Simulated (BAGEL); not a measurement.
# HF/STO-3G (density fitting with qzvpp-jkfit) run of AlH2S2Cl (SMILES [SH][Al]([SH])[Cl])

Aim: the electronic atomisation energy of AlH2S2Cl at HF/STO-3G (density fitting with qzvpp-jkfit), from 5 runs. 

The results are computed with BAGEL 1.2.2.

12 further runs of the same task are left out: 12 set aside as unsound or not needed.

## 1. Starting point

AlH2S2Cl has 6 atoms, charge 0, and is taken as a singlet. SMILES: `[SH][Al]([SH])[Cl]`. Geometry: relaxed at PBE0-D4/def2-TZVP. This is one conformer, not always the lowest.

Bond lengths: S1–Al2 2.166 Å, Al2–S3 2.166 Å, Al2–Cl4 2.091 Å, S1–H5 1.345 Å, S3–H6 1.345 Å. Angles: S1–Al2–S3 119.4°, S1–Al2–Cl4 120.3°, S3–Al2–Cl4 120.3°, Al2–S1–H5 92.0°, Al2–S3–H6 92.0°.

## 2. A single-point energy at HF/STO-3G (density fitting with qzvpp-jkfit)

input.json reads:

```json
{ "bagel" : [

{
  "title" : "molecule",
  "basis" : "sto-3g",
  "df_basis" : "qzvpp-jkfit",
  "angstrom" : true,
  "geometry" : [
    { "atom" : "S", "xyz" : [   -0.405100,    1.744300,   -1.208200 ] },
    { "atom" : "Al", "xyz" : [    0.006600,   -0.011600,   -0.008000 ] },
    { "atom" : "S", "xyz" : [    1.212500,    0.182200,    1.781300 ] },
    { "atom" : "Cl", "xyz" : [   -0.753100,   -1.876800,   -0.571500 ] },
    { "atom" : "H", "xyz" : [   -1.135100,    1.031200,   -2.084300 ] },
    { "atom" : "H", "xyz" : [    1.116400,   -1.133300,    2.044500 ] }
  ]
},
{
  "title" : "hf"
},
{
  "title" : "print",
  "file" : "orbitals.molden",
  "orbitals" : true
}

]}
```

Launch:

```console
$ BAGEL_NUM_THREADS=1 BAGEL input.json > input.out
```

Log:

```text
* using 1 threads per process

  ===============================================================
  ===============================================================

  *** Geometry ***

  { "atom" : "S", "xyz" : [     -0.765528,      3.296249,     -2.283167 ] },
  { "atom" : "Al", "xyz" : [      0.012472,     -0.021921,     -0.015118 ] },
  { "atom" : "S", "xyz" : [      2.291293,      0.344308,      3.366169 ] },
  { "atom" : "Cl", "xyz" : [     -1.423153,     -3.546638,     -1.079978 ] },
  { "atom" : "H", "xyz" : [     -2.145028,      1.948686,     -3.938756 ] },
  { "atom" : "H", "xyz" : [      2.109690,     -2.141627,      3.863545 ] },

  Number of auxiliary basis functions:      548

  Since a DF basis is specified, we compute 2- and 3-index integrals:
    o Being stored without compression. Storage requirement is 0.006 GB

  Number of basis functions:       38
  Number of electrons      :       64

    * METHOD: MOLECULE                             0.23

  *** RHF ***

  === Nuclear Repulsion ===
   298.8369769250

      * DIIS with orbital gradients will be used.

  === RHF iteration (sto-3g) ===
      0      -1481.18838161          0.01185383           0.05
      1      -1481.27911099          0.00302510           0.05
      2      -1481.28502300          0.00049244           0.05
      3      -1481.28526701          0.00005504           0.04
      4      -1481.28527088          0.00000900           0.04
      5      -1481.28527099          0.00000164           0.04
      6      -1481.28527099          0.00000024           0.04
      7      -1481.28527099          0.00000003           0.05
      8      -1481.28527099          0.00000001           0.04
    * SCF iteration converged.

    * Permanent dipole moment:
           (   -0.114554,    -0.281382,    -0.084911) a.u.

    * METHOD: HF                                   0.54

    * METHOD: PRINT                                0.00

  ===============================================================
```

Wall time 0.89 s (1 thread of Arm Neoverse V1, shared host).

## 3. The Al atom, same level

input.json reads:

```json
{ "bagel" : [

{
  "title" : "molecule",
  "basis" : "sto-3g",
  "df_basis" : "qzvpp-jkfit",
  "angstrom" : true,
  "geometry" : [
    { "atom" : "Al", "xyz" : [       0.000000,       0.000000,       0.000000 ] }
  ]
},

{
  "title" : "uhf",
  "nopen" : 1
},

{
  "title" : "print",
  "file" : "orbitals.molden",
  "orbitals" : true
}

]}
```

Run the same way, it converges to -238.85861 Eh (log not shown).

## 4. The Cl atom at the same level

Changes to input.json since step 3:

```diff
@@ -8,3 +8,3 @@
   "geometry" : [
-    { "atom" : "Al", "xyz" : [       0.000000,       0.000000,       0.000000 ] }
+    { "atom" : "Cl", "xyz" : [       0.000000,       0.000000,       0.000000 ] }
   ]
```

Launch:

```console
$ BAGEL_NUM_THREADS=1 BAGEL input.json > input.out
```

Log:

```text
* using 1 threads per process

  ===============================================================
  ===============================================================

  *** Geometry ***

  { "atom" : "Cl", "xyz" : [      0.000000,      0.000000,      0.000000 ] },

  Number of auxiliary basis functions:      128

  Since a DF basis is specified, we compute 2- and 3-index integrals:
    o Being stored without compression. Storage requirement is 0.000 GB

  Number of basis functions:        9
  Number of electrons      :       17

    * METHOD: MOLECULE                             0.02

  *** Open-shell HF ***

  === Nuclear Repulsion ===
     0.0000000000

      * DIIS with orbital gradients will be used.

  === UHF iteration (sto-3g) ===
      0       -454.54242124          0.00434537           0.00
      1       -454.54244900          0.00037058           0.00
      2       -454.54244920          0.00003160           0.00
      3       -454.54244920          0.00000000           0.00
    * SCF iteration converged.

    * S^2 (UHF) is 0.7500

    * Permanent dipole moment:
           (    0.000000,    -0.000000,     0.000000) a.u.

    * METHOD: UHF                                  0.02

    * METHOD: PRINT                                0.00

  ===============================================================
```

Wall time 0.16 s (1 thread of Arm Neoverse V1, shared host).

## 5. The H atom

Changes to input.json since step 4:

```diff
@@ -8,3 +8,3 @@
   "geometry" : [
-    { "atom" : "Cl", "xyz" : [       0.000000,       0.000000,       0.000000 ] }
+    { "atom" : "H", "xyz" : [       0.000000,       0.000000,       0.000000 ] }
   ]
@@ -14,2 +14,3 @@
   "title" : "uhf",
+  "charge" : 0,
   "nopen" : 1
```

Run the same way, it converges to -0.46658 Eh (log not shown).

## 6. The S atom at the same level

calc.json reads:

```json
{ "bagel" : [

{
  "title" : "molecule",
  "basis" : "sto-3g",
  "df_basis" : "qzvpp-jkfit",
  "angstrom" : "true",
  "geometry" : [
    { "atom" : "S", "xyz" : [    0.000000,    0.000000,    0.000000 ] }
  ]
},
{
  "title" : "uhf",
  "nopen" : 2
},
{
  "title" : "print",
  "file" : "orbitals.molden",
  "orbitals" : "true"
}

]}
```

Launch:

```console
$ BAGEL_NUM_THREADS=1 BAGEL calc.json > calc.out
```

Log:

```text
* using 1 threads per process

  ===============================================================
  ===============================================================

  *** Geometry ***

  { "atom" : "S", "xyz" : [      0.000000,      0.000000,      0.000000 ] },

  Number of auxiliary basis functions:      128

  Since a DF basis is specified, we compute 2- and 3-index integrals:
    o Being stored without compression. Storage requirement is 0.000 GB

  Number of basis functions:        9
  Number of electrons      :       16

    * METHOD: MOLECULE                             0.02

  *** Open-shell HF ***

  === Nuclear Repulsion ===
     0.0000000000

      * DIIS with orbital gradients will be used.

  === UHF iteration (sto-3g) ===
      0       -393.13037362          0.00455254           0.00
      1       -393.13041183          0.00041789           0.00
      2       -393.13041215          0.00003833           0.00
      3       -393.13041215          0.00000000           0.00
    * SCF iteration converged.

    * S^2 (UHF) is 2.0000

    * Permanent dipole moment:
           (    0.000000,    -0.000000,     0.000000) a.u.

    * METHOD: UHF                                  0.02

    * METHOD: PRINT                                0.00

  ===============================================================
```

It took 0.16 s on 1 thread of Arm Neoverse V1, shared host.

## 7. What came out

Level: HF/STO-3G (density fitting with qzvpp-jkfit).

| quantity | value |
| --- | --- |
| molecule: total energy | -1481.28527 Eh |
| molecule: dipole moment | 0.80 D |
| molecule: HOMO energy | -7.36 eV |
| molecule: LUMO energy | 7.69 eV |
| molecule: HOMO–LUMO gap | 15.05 eV |
| Al atom: total energy | -238.85861 Eh |
| Al atom: dipole moment | 0.00 D |
| Al atom: ⟨S²⟩ | 0.750 |
| Cl atom: total energy | -454.54245 Eh |
| Cl atom: dipole moment | 0.00 D |
| Cl atom: ⟨S²⟩ | 0.750 |
| H atom: total energy | -0.46658 Eh |
| H atom: dipole moment | 0.00 D |
| H atom: ⟨S²⟩ | 0.750 |
| S atom: total energy | -393.13041 Eh |
| S atom: dipole moment | 0.00 D |
| S atom: ⟨S²⟩ | 2.000 |
| electronic atomisation energy | 18.782 eV |

In words: Taking the molecule apart into free atoms costs 18.78 eV (1812 kJ/mol), before zero-point energy and without spin-orbit coupling. Hartree–Fock lacks the correlation of the bonding pairs, which as a rule makes this value much too low; in minimal bases other errors can mask that. In a minimal basis such a difference can be off by several eV, whatever the method.
